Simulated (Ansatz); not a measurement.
# CH₃BrSi: up Jacob's ladder to CCSD(T)

One table from this session's results is given with a row withheld; the runs are named, their logs left out.

Method: functionals in def2-TZVPP, the program's frozen cores in correlated methods; program: Ansatz 0.2.0, Gaussian basis.

Levels to be run: LDA (SPW92), PBE-D4, revPBE-D4, BLYP-D4, r2SCAN-D4, B97M-V, PBE0-D4, B3LYP-D4, r2SCANh-D4, r2SCAN0-D4, HSE06-D4, BHLYP-D4, CAM-B3LYP-D4, LC-ωPBE, ωB97X-V, ωB97M-V, B2PLYP, PBE-QIDH; CCSD(T)/def2-SVP; CCSD(T)/def2-TZVPP; MP2/def2-QZVPP; extrapolation to the limit; RPA on PBE.

## The geometry

All runs share one geometry, relaxed beforehand with PBE0-D4 in a triple-zeta def2 set.

SMILES `C[Si]Br`, 6 atoms, charge 0, spin multiplicity 1.

Atoms are counted from 1 here; the program's logs count them from 0.

Bond lengths: C1–Si2 1.888 Å, C1–H4 1.096 Å, C1–H5 1.093 Å, C1–H6 1.095 Å, Si2–Br3 2.264 Å. Angles: Si2–C1–H4 110.1°, Si2–C1–H5 111.1°, Si2–C1–H6 110.6°, H4–C1–H5 108.9°, H4–C1–H6 106.8°, H5–C1–H6 109.1°, C1–Si2–Br3 98.3°.

The first run:

in.yaml reads:

```yaml
crystal:
  periodic: [false, false, false]
  atoms:
    - {symbol: C, position_ang: [-0.433584, 0.379089, -0.206821]}
    - {symbol: Si, position_ang: [0.012646, -0.760472, 1.230991]}
    - {symbol: Br, position_ang: [1.998334, -1.514964, 0.446610]}
    - {symbol: H, position_ang: [0.331950, 1.154191, -0.325822]}
    - {symbol: H, position_ang: [-1.402005, 0.859030, -0.043397]}
    - {symbol: H, position_ang: [-0.465240, -0.180874, -1.147762]}
basis:
  gaussian: {orbitals: def2-TZVPP}
hamiltonian: {xc: lda}
output: {orbitals: {seedname: orbitals}}
```

Among the steps run: LDA; PBE-D4 (GGA); revPBE-D4 (GGA); BLYP-D4 (GGA); r2SCAN-D4 (meta-GGA); B97M-V (meta-GGA); PBE0-D4 (hybrid); B3LYP-D4 (hybrid); r2SCANh-D4 (hybrid); r2SCAN0-D4 (hybrid); HSE06-D4 (hybrid); BHLYP-D4 (hybrid); CAM-B3LYP-D4 (range-separated); LC-ωPBE-D4 (range-separated; the results give it without D4); ωB97X-V (range-separated); ωB97M-V (range-separated); B2PLYP (double hybrid); PBE-QIDH (double hybrid).

One table of the session follows, with a row left open; its other results are not shown here.

It belongs to the step «Orbital energies across the functionals». 

| functional | HOMO (eV) | LUMO (eV) | gap (eV) |
| --- | --- | --- | --- |
| LDA (SPW92) | -5.73 | -3.60 | 2.13 |
| PBE-D4 | -5.62 | -3.42 | 2.19 |
| revPBE-D4 | -5.58 | -3.36 | 2.22 |
| BLYP-D4 | ? | ? | ? |
| r2SCAN-D4 | -5.83 | -3.34 | 2.49 |
| B97M-V | -5.89 | -3.25 | 2.64 |
| PBE0-D4 | -6.68 | -2.63 | 4.05 |
| B3LYP-D4 | -6.51 | -2.80 | 3.70 |
| r2SCANh-D4 | -6.22 | -3.04 | 3.18 |
| r2SCAN0-D4 | -6.81 | -2.59 | 4.23 |
| HSE06-D4 | -6.29 | -3.01 | 3.28 |
| BHLYP-D4 | -7.64 | -1.71 | 5.93 |
| CAM-B3LYP-D4 | -7.96 | -1.54 | 6.41 |
| LC-ωPBE | -9.22 | -0.48 | 8.74 |
| ωB97X-V | -8.91 | -0.56 | 8.35 |
| ωB97M-V | -8.75 | -0.66 | 8.09 |

Estimate the missing values for BLYP-D4.

Worked estimate for «HOMO (eV)». Against the share of exact exchange, B3LYP-D4 (0.2, -6.51), BHLYP-D4 (0.5, -7.64) give a slope of -3.77 per unit share; at 0 the line stands at -5.76.

**Answer.** HOMO (eV): -5.49; LUMO (eV): -3.27; gap (eV): 2.22. In «HOMO (eV)» the line misses by -0.27.
